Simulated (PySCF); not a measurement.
# [TcS2]+: triplet, from a linear start

Where does triplet [TcS2]+ go from a linear start, is the end point a minimum, and what are its modes, charges and moments?

Computed with PySCF 2.14.0. Level: PBE, basis Tc def2-SVP with ECP28, S def2-SVP, scalar-relativistic core potentials, no spin–orbit coupling, density fitting.

**1. The starting structure**

3 atoms, charge 1, spin multiplicity 3.

Bond lengths: Tc1–S2 2.097 Å, Tc1–S3 2.097 Å. Angles: S2–Tc1–S3 180.0°.

```xyz
3
charge 1 multiplicity 3
Tc    0.0000    0.0000    0.0000
S     0.0000    0.0000    2.0972
S     0.0000    0.0000   -2.0972
```

**2. Linear start, triplet: relaxation**

One driver script runs all steps and calls PySCF; scf.py shows how it sets up the SCF of each step. The optimiser is the driver's own. Before each start the driver seeks the lowest SCF state from one or more starting densities and follows internal instabilities, so scf.py alone need not reach the same state.

The program finds D∞h symmetry in the start, which this walk keeps.

scf.py

```python
from pyscf import gto, scf, dft
mol = gto.M(atom='''
Tc     0.000000     0.000000     0.000000
S      0.000000     0.000000     2.097200
S      0.000000     0.000000    -2.097200''',
    basis={'Tc': 'def2-SVP', 'S': 'def2-SVP'},
    ecp={'Tc': 'def2-SVP'},
    charge=1, spin=2)
mf = dft.UKS(mol, xc='PBE')
mf.grids.atom_grid = (50, 194)
aux = {'Tc': 'def2-universal-JKFIT', 'S': 'def2-universal-JKFIT'}
mf = mf.density_fit(auxbasis=aux)
mf.kernel()
```

Further steps of the session: Frequencies; Leaving the saddle point; Frequencies.

What does the calculation give? Wanted: minimum; geometry; wavenumbers; dipole moment; highest occupied, lowest empty level; polar-tensor charge of Tc1; zero-point energy; ⟨S²⟩.

As calculated:

| quantity | value |
| --- | --- |
| minimum | triplet, C2v |
| geometry | Tc–S 2.070 Å (×2); S–Tc–S 110.6° |
| wavenumbers (cm⁻¹) | 202 (a1), 552 (a1), 562 (b2) |
| dipole moment (centre of mass) | 1.78 D |
| highest occupied, lowest empty level (either spin) | -11.84, -10.94 eV |
| polar-tensor charge of Tc1 | +1.03 e |
| zero-point energy | 7.9 kJ/mol |
| entropy at 298.15 K | 298.6 J/(mol K) |
| ⟨S²⟩ | 2.028 |

**Reading.** The linear start (D∞h) ends in a minimum of C2v symmetry, after a stop at a second-order saddle point 179.5 kJ/mol higher, from which it was pushed off along an imaginary mode. In the infrared the band at 562 cm⁻¹ (b2, stretch) leads. Most of the spin sits on Tc1 (Mulliken spin 1.95, against 2 for the whole molecule). Only this shape and spin were tried, so other structures or states may lie lower. Open d and f shells are described by one determinant, and the ground state may have another occupation or spin.
